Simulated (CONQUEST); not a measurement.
Pb in CONQUEST: convergence with smearing width

Input of the first run (smearing width 0.4 eV); the others differ in this setting and in those tied to it:

File Conquest_input:

```
IO.Title Pb
IO.Coordinates coords.dat
IO.FractionalAtomicCoords T
IO.Iprint 2
IO.Iprint_init 1
General.NumberOfSpecies 1
General.PseudopotentialType hamann
AtomMove.TypeOfRun static
AtomMove.FullStress T
Grid.GridCutoff 120
DM.SolutionMethod diagon
Diag.MPMesh T
Diag.GammaCentred T
Diag.MPMeshX 6
Diag.MPMeshY 3
Diag.MPMeshZ 1
Diag.kT 0.01469973
minE.SCTolerance 1e-6
Diag.SmearingType 1
Diag.MPOrder 1
SC.MaxIters 100
IO.AtomChargeOutput T
SC.KerkerPreCondition T
SC.KerkerFactor 0.3
SC.LinearMixingFactor 0.3
%block ChemicalSpeciesLabel
1 207.200 Pb
%endblock
```

Contents of coords.dat:

```
    6.5762482195     0.0000000000     0.0000000000
    0.0000000000    11.3903960371     0.0000000000
    0.0000000000     0.0000000000    38.9094609060
6
  0.0000000000   0.6666666670   0.6357455080 1 T T T
  0.5000000000   0.1666666670   0.6357455080 1 T T T
  0.0000000000   0.3333333330   0.5000000000 1 T T T
  0.5000000000   0.8333333330   0.5000000000 1 T T T
  0.0000000000   0.6666666670   0.3642544920 1 T T T
  0.5000000000   0.1666666670   0.3642544920 1 T T T
```

Potentials or basis: PseudoDojo NC PBEsol, SZP, grid cutoff 120 Ha.

Command:

```console
$ OMP_NUM_THREADS=1 Conquest
```

Hardware: 1 thread of AMD EPYC (Zen 3) (shared host).

| smearing width | energy less the tightest run (meV/atom) | largest force (eV/Å) | SCF cycles | CPU time (s) | peak memory (GiB) |
| --- | --- | --- | --- | --- | --- |
| 0.4 eV | -5.90 | 0.226 | 12 | 100 | 1 |
| 0.3 eV | -3.87 | 0.240 | 14 | 110 | 1 |
| 0.2 eV | -1.94 | 0.240 | 18 | 110 | 1 |
| 0.1 eV | -0.93 | 0.225 | 20 | 130 | 1 |
| 0.05 eV | -0.61 | 0.214 | 18 | 120 | 1 |
| 0.025 eV | -0.26 | 0.192 | 20 | 130 | 1 |
| 0.01 eV | -0.07 | 0.194 | 19 | 130 | 1 |
| 0.005 eV | 0.00 | 0.193 | 25 | 170 | 0.99 |

Against the tightest run, the energy stays within 1 meV/atom from 0.1 eV on; the largest force stays within 0.005 eV/Å from 0.025 eV on. Narrower smearing needs a denser k mesh, so at a fixed mesh the narrowest width isn't the most accurate. The tightest run that finished is the yardstick and may itself not be fully converged.

Caveat, for the tightest run too: the atomic basis is small. The run has no spin-orbit coupling, so splittings on Pb are missing.
